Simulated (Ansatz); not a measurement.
Relaxation of a periodic cell of 17 atoms, Si (host Si, host structure diamond, interstitial Si), to a largest force component of 0.03 eV/Å in at most 60 steps.

Method: DFT PBE-D3(BJ), scalar-relativistic, plane waves, PAW in Ansatz. Settings: PAW set soft_1, cutoff 420 eV, k mesh 2x2x2, fermi-dirac smearing 0.05 eV, no spin polarisation.

```xyz
17
Lattice="0.0000 5.4300 5.4300 5.4300 0.0000 5.4300 5.4300 5.4300 0.0000" Properties=species:S:1:pos:R:3
Si 0.000 0.000 0.000
Si 1.357 1.357 1.357
Si 2.715 2.715 0.000
Si 4.072 4.072 1.357
Si 2.715 0.000 2.715
Si 4.072 1.357 4.072
Si 5.430 2.715 2.715
Si 6.787 4.072 4.072
Si 0.000 2.715 2.715
Si 1.357 4.072 4.072
Si 2.715 5.430 2.715
Si 4.072 6.787 4.072
Si 2.715 2.715 5.430
Si 4.072 4.072 6.787
Si 5.430 5.430 5.430
Si 6.787 6.787 6.787
Si 8.129 5.514 5.376
```

Q: Where does it end, and by what steps?

A: The run converged. The force dipped under the threshold on the way, but the program's further checks kept it going. Limits of this set-up: coarse k mesh. After 3 steps the energy has fallen by 0.167 eV; Si17 moved furthest, 0.09 Å.

```csv
step,energy less start (eV),largest force component (eV/Å),accepted
0,0.0000,0.876,yes
1,-0.1409,0.356,yes
2,-0.1667,0.026,yes
3,-0.1667,0.026,yes
```

```xyz
17
Lattice="0.0000 5.4300 5.4300 5.4300 0.0000 5.4300 5.4300 5.4300 0.0000" Properties=species:S:1:pos:R:3
Si 0.032 0.006 -0.004
Si 1.353 1.365 1.359
Si 2.713 2.685 -0.004
Si 4.091 4.057 1.374
Si 2.716 0.004 2.679
Si 4.097 1.388 4.044
Si 5.425 2.724 2.708
Si 6.763 4.052 4.045
Si 0.001 2.716 2.714
Si 1.353 4.072 4.065
Si 2.713 5.435 2.746
Si 4.076 6.795 4.067
Si 2.716 2.754 5.428
Si 4.079 4.070 6.792
Si 5.397 5.433 5.429
Si 6.762 6.818 6.810
Si 8.140 5.440 5.423
```

Whether the end is a true minimum wasn't checked by a vibrational analysis.

Time of the run: 16 s on 1 thread of Arm Neoverse V2, on a shared host, peak memory 0.5 GiB.
